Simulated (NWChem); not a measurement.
**HF/STO-3G run of AlClF2 (SMILES [F][Al]([F])[Cl])**

Aim: the vertical singlet–triplet gap of AlClF2 at HF/STO-3G, from 2 runs. 

Program for the calculation: NWChem 7.3.0.

5 further runs of the same task are left out: 1 that didn't finish, 4 set aside as unsound or not needed. Runs told in other sessions of the task aren't counted.

### 1 The system as given

AlClF2 has 4 atoms, charge 0, and is taken as a singlet. SMILES: `[F][Al]([F])[Cl]`. The shape is that of a PBE0-D4/def2-TZVP optimisation.

Bond lengths: F1–Al2 1.631 Å, Al2–F3 1.631 Å, Al2–Cl4 2.061 Å. Angles: F1–Al2–F3 119.0°, F1–Al2–Cl4 120.5°, F3–Al2–Cl4 120.5°.

### 2 Energy and forces at HF/STO-3G

Input file alclf2.nw:

```
start alclf2
memory stack 880 mb heap 220 mb global 1100 mb
charge 0
geometry noautosym nocenter noautoz
  F      0.997200     0.721760     1.149640
  Al     0.069280    -0.050750     0.053570
  F      0.273490    -1.653820    -0.164660
  Cl    -1.339980     0.982810    -1.038560
end
basis "ao basis" spherical bse
  * library STO-3G
end
scf
  thresh 1e-08
  maxiter 80
  print medium
end
task scf gradient
```

Run with:

```
$ nwchem alclf2.nw > alclf2.out
```

What it wrote:

```text
[...]
  functions       =    28
[...]
  wavefunction    = RHF
[...]
         Total SCF energy =   -889.848916774037
      One-electron energy =  -1639.392787229242
      Two-electron energy =    551.195920917681
 Nuclear repulsion energy =    198.347949537523
        Time for solution =      0.5s
[...]
                         RHF ENERGY GRADIENTS
    atom               coordinates                        gradient
                 x          y          z           x          y          z
   1 F       1.884435   1.363929   2.172505    0.016395   0.011546   0.018827
   2 Al      0.130920  -0.095904   0.101233   -0.019664   0.014431  -0.015264
   3 F       0.516821  -3.125267  -0.311162    0.004654  -0.026991  -0.002494
   4 Cl     -2.532195   1.857242  -1.962594   -0.001385   0.001014  -0.001069
[...]
```

It took 1.2 s on 1 thread of AMD EPYC 9B45 (Zen 5), shared host; peak memory 0.099 GiB.

### 3 The triplet: the energy at UHF/STO-3G

Input file nw.nw:

```
start nw
title "AlClF2 energy"
memory total 2200 mb
geometry units angstrom noautosym nocenter noautoz
 F        0.997200       0.721760       1.149640
 Al       0.069280      -0.050750       0.053570
 F        0.273490      -1.653820      -0.164660
 Cl      -1.339980       0.982810      -1.038560
end
basis spherical bse
 * library STO-3G
end
scf
 triplet
 uhf
 thresh 1e-08
 maxiter 80
 noprint "final vectors analysis"
end
task scf
```

Run with:

```
$ nwchem nw.nw > nw.out
```

What it wrote:

```text
[...]
  functions       =    28
[...]
  wavefunction    = UHF
[...]
         Total SCF energy =   -889.480903394565
      One electron energy =  -1639.832685198253
      Two electron energy =    552.003832266165
 Nuclear repulsion energy =    198.347949537523
                       Sz =      1.0000
                 Sz(Sz+1) =      2.0000
                      S^2 =      2.0136
[...]
```

It took 3.3 s on 1 thread of AMD EPYC 9B45 (Zen 5), shared host; peak memory 0.099 GiB.

### 4 Results

Level: HF/STO-3G.

```
                                        quantity          value
                           singlet: total energy  -889.84892 Eh
                          singlet: dipole moment         1.93 D
                            singlet: HOMO energy      -10.28 eV
                            singlet: LUMO energy        8.64 eV
                          singlet: HOMO–LUMO gap       18.92 eV
               singlet: largest force on an atom     1.480 eV/Å
                           triplet: total energy  -889.48090 Eh
                          triplet: dipole moment         3.56 D
                                   triplet: ⟨S²⟩          2.014
vertical energy of the triplet above the singlet      10.014 eV
```

In words: At this shape the triplet lies 10.01 eV (966 kJ/mol) above the singlet. The largest force (singlet) is 1.48 eV/Å: the shape isn't a stationary point for this species at this level. In a minimal basis such a difference can be off by several eV, whatever the method.
